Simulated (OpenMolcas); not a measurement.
**V²⁺ among point charges: CASSCF levels and susceptibility**

How does a field of 6 point charges split the states of V²⁺, and what χT follows?

Program: OpenMolcas 26.06. Level of theory: state-averaged CASSCF, spin-orbit coupling by RASSI with atomic mean-field integrals. These are calculated values, not measurements, unless marked.

1 further run of the same task is left out (it didn't finish).

## 1. Starting point

| Quantity | Value |
| --- | --- |
| Species | V²⁺ (vanadium, Z = 23, 21 electrons) |
| Basis | ANO-RCC-VTZP [6s5p3d2f1g], 59 functions |
| Scalar Hamiltonian | DKH2, point nucleus |
| Inactive shells | 1s 2s 2p 3s 3p |
| Active space | 3 electrons in 5 orbitals (3d) |
| Some configurations of this space | 3d3 |
| Orbitals | optimised for each spin and parity, averaged over all roots |

The outer shells:

3d3
```
3d [↑ ][↑ ][↑ ][  ][  ]
```

The ion sits among 6 point charges of -1 e arranged as a tetragonal octahedron (D4h), 1.9 Å from the ion, with the axial distance 1.691 Å. The active orbitals were held to one l.

Each step is its own input file, run in one work folder so that later steps find the files of earlier ones. Labels, J, g values, rates, χT and fits are worked out afterwards by a script from the matrices that RASSI stores. The input lists half of the charges; inversion (Group=XYZ) makes the rest.

## 2. Basis and integrals

Input file a.inp:

```
&GATEWAY
Coord
1

V 0.0 0.0 0.0
Basis=ANO-RCC-VTZP
Group=XYZ
NoMove
AngMom=0.0 0.0 0.0
AMFI
XField
3 Angstrom 0
1.900000 0.000000 0.000000 -1.000000
0.000000 1.900000 0.000000 -1.000000
0.000000 0.000000 1.691000 -1.000000
&SEWARD
```

Run with:

```sh
$ OMP_NUM_THREADS=1 MOLCAS_MEM=1689 MOLCAS_PROJECT=a pymolcas a.inp > a.log
```

## 3. CASSCF: quartets of even parity, 10 roots

Input file a.inp:

```
&RASSCF
FileOrb=start.orb
Symmetry=1
Spin=4
nActEl=3 0 0
Inactive=3 6
Ras2=5 0
CIRoot=10 10 1
SDav=10
CIMx=300
Iter=120 100
PrWF=0.3
OrbListing=Nothing
MaxOrb=0
SupSym
1
15 4 5 6 7 8 12 13 14 15 16 17 18 19 20 21
0
LevShft=1.5
>>> COPY $Project.JobIph JOB001
```

start.orb holds the contracted functions of the basis, ordered by shell, or the orbitals of the step before.

## 4. Reference wave functions, doublets of even parity, 40 roots

Input file a.inp:

```
&RASSCF
FileOrb=start.orb
Symmetry=1
Spin=2
nActEl=3 0 0
Inactive=3 6
Ras2=5 0
CIRoot=40 40 1
SDav=40
CIMx=300
Iter=120 100
PrWF=0.3
OrbListing=Nothing
MaxOrb=0
SupSym
1
15 4 5 6 7 8 12 13 14 15 16 17 18 19 20 21
0
>>> COPY $Project.JobIph JOB002
```

## 5. State interaction with spin-orbit coupling

Input file a.inp:

```
&RASSI
NrOfJobIphs=2 10 40
1 2 3 4 5 6 7 8 9 10
1 2 3 4 5 6 7 8 9 10 11 12 13 14 15 16 17 18 19 20 21 22 23 24 25 26 27
28 29 30 31 32 33 34 35 36 37 38 39 40
IphNames
JOB001
JOB002
EJob
SpinOrbit
DIPRint=1.0
SOCoupling=1000.0
Subsets=2
Property=9
'ANGMOM' 1 'ANGMOM' 2 'ANGMOM' 3 'MLTPL  1' 1 'MLTPL  1' 2 'MLTPL  1' 3
'AMFI' 1 'AMFI' 2 'AMFI' 3
SOProperty=3
'ANGMOM' 1 'ANGMOM' 2 'ANGMOM' 3
```

What does the calculation give? Wanted: spin-free ground state; first state of the same spin within the active space; lowest level; next level.

The runs gave:

| quantity | value |
| --- | --- |
| method | CASSCF |
| spin-free ground state | 4B1, 1-fold in its orbital part |
| first state of the same spin within the active space | 4B2 at 5420 cm⁻¹ |
| lowest level | 2-fold E1/2, g = 0.00, 0.00, 5.74 |
| next level | 0.8 cm⁻¹ |
| χT at 300 K | 1.84 cm³ K/mol |
| effective moment at 300 K | 3.83 μB |

What this shows: The spin-free ground state (4B1) comes to 100 % from free-ion F terms and keeps the highest spin of the shell. χT at 300 K is 1.84, against 1.88 cm³ K/mol for the spin alone; near agreement at one temperature doesn't show that the orbital moment is quenched. The field of point charges can differ much from that of real complexes. This is an electrostatic model: the charges have no orbitals.
